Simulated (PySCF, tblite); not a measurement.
# C₅H₉BOSi: geometry, infrared bands and NMR shifts

Wanted: the infrared bands and NMR shifts of C₅H₉BOSi (`C#C[Si@@H]1OCCB1C`), by calculation.

Programs: tblite 0.8.0 and PySCF 2.14.0, with density-fitted response routines of our own. Each step states its level of theory. These are calculated values for one molecule in the gas phase, unless marked as measured. Atoms count from 0, in the outputs and in this text.

### 1 Starting geometry

17 atoms, charge 0, multiplicity 1; geometry from: force field or distance geometry start.

Bonds of the start (Å): C0–C1 1.22, C1–Si2 1.79, Si2–O3 1.69, O3–C4 1.34, C4–C5 1.46, C5–B6 1.59, B6–C7 1.58, B6–Si2 1.97, C0–H8 1.07, Si2–H9 1.47, C4–H10 1.13, C4–H11 1.12, C5–H12 1.10, C5–H13 1.12, C7–H14 1.10, C7–H15 1.09, C7–H16 1.12.

### 2 Optimising the geometry with GFN2-xTB

Job settings and geometry (Å):

```
{"job": {"kind": "relax", "xc": "GFN2-xTB", "basis": "xTB"}, "charge": 0, "multiplicity": 1}
C      3.423100    -1.311000     0.093700
C      2.285700    -1.079100     0.480800
Si     0.622100    -0.782200     1.071900
O     -0.523000    -1.890700     0.518900
C     -1.547400    -1.335600    -0.142200
C     -1.624900     0.117500    -0.101100
B     -0.200100     0.757800     0.168700
C      0.209400     2.278100     0.345300
H      4.413200    -1.528000    -0.261800
H      0.530800    -0.646200     2.532100
H     -1.475900    -1.662100    -1.224200
H     -2.500900    -1.780300     0.236800
H     -2.119600     0.536700    -0.994500
H     -2.280000     0.416300     0.761300
H      1.037400     2.400400     1.066500
H      0.465500     2.729900    -0.617100
H     -0.722400     2.790400     0.704400
```

Run with:

```
$ OMP_NUM_THREADS=1 python probes_run.py task.json out
```

This one command runs all jobs of the session in turn.

**Question.** This job is followed by: GFN2-xTB harmonic vibrations, gas phase; GIAO PBE0/pcSseg-1 NMR shielding, non-relativistic, gas phase. What will the session give for the following? strongest single infrared mode (GFN2-xTB); zero-point energy (GFN2-xTB); 13C shifts against TMS (PBE0/pcSseg-1); 1H shifts against TMS (PBE0/pcSseg-1, means over atoms taken as alike); 29Si shifts against TMS (PBE0/pcSseg-1); 17O shifts against H2O (PBE0/pcSseg-1); 11B shifts against BF3·OEt2 (PBE0/pcSseg-1); surface potential, 1st and 99th percentile.

The runs gave:

| quantity | value |
| --- | --- |
| strongest single infrared mode (GFN2-xTB) | 2238 cm⁻¹, 369 km/mol |
| zero-point energy (GFN2-xTB) | 79.1 kcal/mol |
| 13C shifts against TMS (PBE0/pcSseg-1) | 103.7, 89.8, 69.5, 47.7, 16.4 ppm |
| 1H shifts against TMS (PBE0/pcSseg-1, means over atoms taken as alike) | 5.46, 4.69, 4.20, 2.40, 1.99, 1.73, 1.62 ppm |
| 29Si shifts against TMS (PBE0/pcSseg-1) | -29.1 ppm |
| 17O shifts against H2O (PBE0/pcSseg-1) | 69.6 ppm |
| 11B shifts against BF3·OEt2 (PBE0/pcSseg-1) | 110.8 ppm |
| surface potential, 1st and 99th percentile | -1.61 V and 1.41 V |

What this shows: The optimisation took 113 steps and gained 0.719 eV; among the close pairs (by a distance rule), C4–C5 changed most, from 1.456 to 1.541 Å. No mode is imaginary among the 45: a minimum at this level. The strongest single mode, at 2238 cm⁻¹, moves mainly H9. Unscaled tight-binding wavenumbers are off by several per cent, some by more. Its intensities can rank the bands wrongly. At PBE0/pcSseg-1: Shielding is most anisotropic at C1 (span 295 ppm, paramagnetic term -164 ppm). At PBE0/pcSseg-1, counted by nearest atom on the grid, the HOMO lies on B6 22 %; C0 17 %, the LUMO on B6 55 %; Si2 8 %.
